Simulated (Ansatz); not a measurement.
I need a ladder of methods at one geometry of C3H6OSe, SMILES CC(=O)C[SeH]. Use Ansatz 0.2.0, Python API. Level of theory (for the species named): LC-wPBE, def2-SVP basis, multiplicity 1. The script varies functional: lc_wpbe, r2scan, pbe0, b3lyp.

```tsv
atom	x (Å)	y (Å)	z (Å)
C	-1.3327	0.2465	-0.3361
C	-0.3804	-0.4076	0.6243
O	-0.8177	-0.8573	1.6725
C	1.0978	-0.5341	0.3497
Se	1.6828	0.2936	-1.3235
H	-1.0645	1.3156	-0.4653
H	-1.2934	-0.2704	-1.3176
H	-2.3741	0.1908	0.0473
H	1.6632	-0.0655	1.1827
H	1.3640	-1.6112	0.3125
H	1.4551	1.6996	-0.7464
```

`methods_c3h6ose.py`
```python
"""One geometry of C3H6OSe, method by method."""

from pathlib import Path

import ansatz as az
import numpy as np


def main() -> None:
    geometry_ang = [
        ("C", (-1.3327, 0.2465, -0.3361)),
        ("C", (-0.3804, -0.4076, 0.6243)),
        ("O", (-0.8177, -0.8573, 1.6725)),
        ("C", (1.0978, -0.5341, 0.3497)),
        ("Se", (1.6828, 0.2936, -1.3235)),
        ("H", (-1.0645, 1.3156, -0.4653)),
        ("H", (-1.2934, -0.2704, -1.3176)),
        ("H", (-2.3741, 0.1908, 0.0473)),
        ("H", (1.6632, -0.0655, 1.1827)),
        ("H", (1.364, -1.6112, 0.3125)),
        ("H", (1.4551, 1.6996, -0.7464)),
    ]
    molecule = az.Crystal.molecule()
    for symbol, xyz in geometry_ang:
        molecule = molecule.atom(symbol, xyz)

    base = molecule.calculation().basis(gaussian="def2-SVP")

    print("functional    E (Ha)        dipole (D)   HOMO (eV)  LUMO (eV)")
    for name in ["lc_wpbe", "r2scan", "pbe0", "b3lyp"]:
        data = base.functional(name).forces().orbitals().run(runs_dir="runs").report
        lines = Path(data["orbitals_path"]).read_text().splitlines()
        field_of = lambda key: [line.split("=")[1].strip() for line in lines if line.startswith(key)]
        orbitals = [(27.211386 * float(e), s, float(n)) for e, s, n in zip(field_of("Ene="), field_of("Spin="), field_of("Occup="))]
        homo = max(e for e, _, n in orbitals if n > 0.5)
        lumo = min(e for e, _, n in orbitals if n < 0.5)
        dipole = 4.803205 * np.linalg.norm(data["charge_distribution"]["dipole_moment_e_ang"])
        print(f"{name:10s} {data['free_energy_ev'] / 27.211386246:14.6f} {dipole:9.3f} {homo:11.3f} {lumo:10.3f}")


if __name__ == "__main__":
    main()
```

Running `python methods_c3h6ose.py` prints:
```text
functional    E (Ha)        dipole (D)   HOMO (eV)  LUMO (eV)
lc_wpbe      -2593.808119     1.736      -9.335      1.914
r2scan       -2594.138369     1.591      -5.578     -1.554
pbe0         -2593.749633     1.684      -6.619     -0.602
b3lyp        -2594.290201     1.679      -6.327     -0.813
```

What to keep in mind:
- Total energies depend on the basis set; only differences at equal settings carry meaning.
- The geometry is a force-field or estimated start, not a minimum of this method, and the basis set is short of its limit. A lower total doesn't mark the better method: functionals have no common bound, and MP2 and coupled cluster aren't variational.
- b3lyp holds the VWN-RPA fit, as in Gaussian; the form of ORCA and Turbomole is b3lyp5.
- Levels such as HOMO and LUMO are orbital energies: with these approximate functionals they aren't the ionisation energy and electron affinity, and their gap isn't the fundamental gap.
- Run time: 29 s on 1 thread of Arm Neoverse V2 (shared host), peak memory 0.36 GiB.
